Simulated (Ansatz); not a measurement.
# SnHCl3O (SMILES [OH][Sn]([Cl])([Cl])[Cl]) at HF/STO-3G

Aim: the vertical ionisation energy of SnHCl3O at HF/STO-3G, from 2 runs. 

The calculation is run with Ansatz 0.2.0.

80 further runs of the same task are left out: 6 that didn't finish, 74 set aside as unsound or not needed.

### 1 The structure to begin with

SnHCl3O has 6 atoms, charge 0, and is taken as a singlet. SMILES: `[OH][Sn]([Cl])([Cl])[Cl]`. The coordinates come from a PBE0-D4/def2-TZVP relaxation.

Bond lengths: O1–Sn2 1.932 Å, Sn2–Cl3 2.281 Å, Sn2–Cl4 2.296 Å, Sn2–Cl5 2.296 Å, O1–H6 0.962 Å. Angles: O1–Sn2–Cl3 106.3°, O1–Sn2–Cl4 110.7°, O1–Sn2–Cl5 110.6°, Cl3–Sn2–Cl4 110.5°, Cl3–Sn2–Cl5 110.6°, Cl4–Sn2–Cl5 108.2°, Sn2–O1–H6 113.2°.

### 2 A single-point energy at HF/STO-3G

The input, run.yaml:

```yaml
basis:
  gaussian: {orbitals: STO-3G}
crystal:
  periodic: [false, false, false]
  atoms:
    - {symbol: O, position_ang: [-0.674300, 0.477500, 1.363600]}
    - {symbol: Sn, position_ang: [0.251900, -0.201000, -0.189900]}
    - {symbol: Cl, position_ang: [1.931200, -1.529700, 0.595300]}
    - {symbol: Cl, position_ang: [-1.175400, -1.411300, -1.519500]}
    - {symbol: Cl, position_ang: [1.105000, 1.525900, -1.439200]}
    - {symbol: H, position_ang: [-1.396100, 1.074500, 1.143600]}
hamiltonian: {xc: hf}
accuracy: high
output: {orbitals: {seedname: orbitals}}
```

Run with:

```
ansatz run run.yaml --threads 1 --pin off --max-ram 3480MiB --events-out events.jsonl --progress --plain --runs-dir runs
```

Log:

```text
Warning: RAYON_NUM_THREADS=1 ignored (pool sized by the plan → 1); use --threads N
Functional definition: HF
  name "HF"
  exchange = exact_x
  correlation = 0
1208 factors; integrals over basis functions are off by at most 7.4e-9 eV
mean field evaluation 1: about -201407.4435 eV, gradient 2.4e1 eV
mean field evaluation 2: about -201407.5250 eV, gradient 2.5e1 eV
mean field evaluation 4: about -201410.4856 eV, gradient 1.4e0 eV
mean field evaluation 8: about -201410.4950 eV, gradient 2.7e-5 eV
mean field -201410.49498441 eV, -7401.6991697402 hartree, gradient 1.8e-8 eV, S^2 0.000000; 0 other end points of the search recorded, 0 dependent functions left out
reference -201410.49498441 eV, -7401.6991697402 hartree; 55, 55 occupied and 5, 5 virtual orbitals, 1208 factors
Total energy: -201410.49498441 eV, -7401.6991697402 hartree
```

It took 2 s on 1 thread of Arm Neoverse V1, shared host; peak memory 0.19 GiB.

### 3 The doublet cation, same level

The input, in.yaml:

```yaml
crystal:
  periodic: [false, false, false]
  atoms:
    - {symbol: O, position_ang: [-0.674300, 0.477500, 1.363600]}
    - {symbol: Sn, position_ang: [0.251900, -0.201000, -0.189900]}
    - {symbol: Cl, position_ang: [1.931200, -1.529700, 0.595300]}
    - {symbol: Cl, position_ang: [-1.175400, -1.411300, -1.519500]}
    - {symbol: Cl, position_ang: [1.105000, 1.525900, -1.439200]}
    - {symbol: H, position_ang: [-1.396100, 1.074500, 1.143600]}
basis:
  gaussian: {orbitals: STO-3G}
total_charge: 1
magnetization: {spin_polarized: true, initial_magnetization: 1}
output: {orbitals: {seedname: orbitals}}
accuracy: high
hamiltonian: {xc: hf}
```

Run with:

```
ansatz run in.yaml --threads 1 --pin off --max-ram 3480MiB --events-out events.jsonl --progress --plain --runs-dir runs
```

Log:

```text
Warning: RAYON_NUM_THREADS=1 ignored (pool sized by the plan → 1); use --threads N
Functional definition: HF
  name "HF"
  exchange = exact_x
  correlation = 0
1208 factors; integrals over basis functions are off by at most 7.4e-9 eV
mean field evaluation 1: about -201398.9520 eV, gradient 1.6e1 eV
mean field evaluation 2: about -201399.0215 eV, gradient 1.7e1 eV
mean field evaluation 4: about -201402.6646 eV, gradient 1.1e0 eV
mean field evaluation 8: about -201402.6843 eV, gradient 3.6e-2 eV
mean field evaluation 16: about -201401.6848 eV, gradient 3.7e0 eV
mean field evaluation 32: about -201402.5591 eV, gradient 6.5e-1 eV
mean field -201402.68432815 eV, -7401.4121334168 hartree, gradient 2.9e-8 eV, S^2 0.755152; 2 other end points of the search recorded, 0 dependent functions left out
reference -201402.68432815 eV, -7401.4121334168 hartree; 55, 54 occupied and 5, 6 virtual orbitals, 1208 factors
Total energy: -201402.68432815 eV, -7401.4121334168 hartree
```

Wall time 6.3 s (1 thread of Arm Neoverse V1, shared host); peak memory 0.29 GiB.

### 4 Summary of results

At HF/STO-3G:

| quantity | value |
| --- | --- |
| singlet SnHCl3O: total energy | -7401.69917 Eh |
| singlet SnHCl3O: HOMO energy | -10.66 eV |
| singlet SnHCl3O: LUMO energy | 5.17 eV |
| singlet SnHCl3O: HOMO–LUMO gap | 15.83 eV |
| doublet cation: total energy | -7401.41213 Eh |
| doublet cation: HOMO energy (highest over α and β) | -16.00 eV |
| doublet cation: LUMO energy (lowest over α and β) | -4.78 eV |
| doublet cation: ⟨S²⟩ | 0.755 |
| vertical ionisation energy (to the doublet cation) | 7.811 eV |

The vertical ionisation energy comes to 7.81 eV (754 kJ/mol). The negative HOMO energy of the first species, 10.66 eV, lies 2.85 eV above that difference. In a minimal basis such a difference can be off by several eV, whatever the method. Relativity is left out (singlet SnHCl3O) although the molecule holds a heavy atom. Relativity is left out (doublet cation) although the molecule holds a heavy atom.
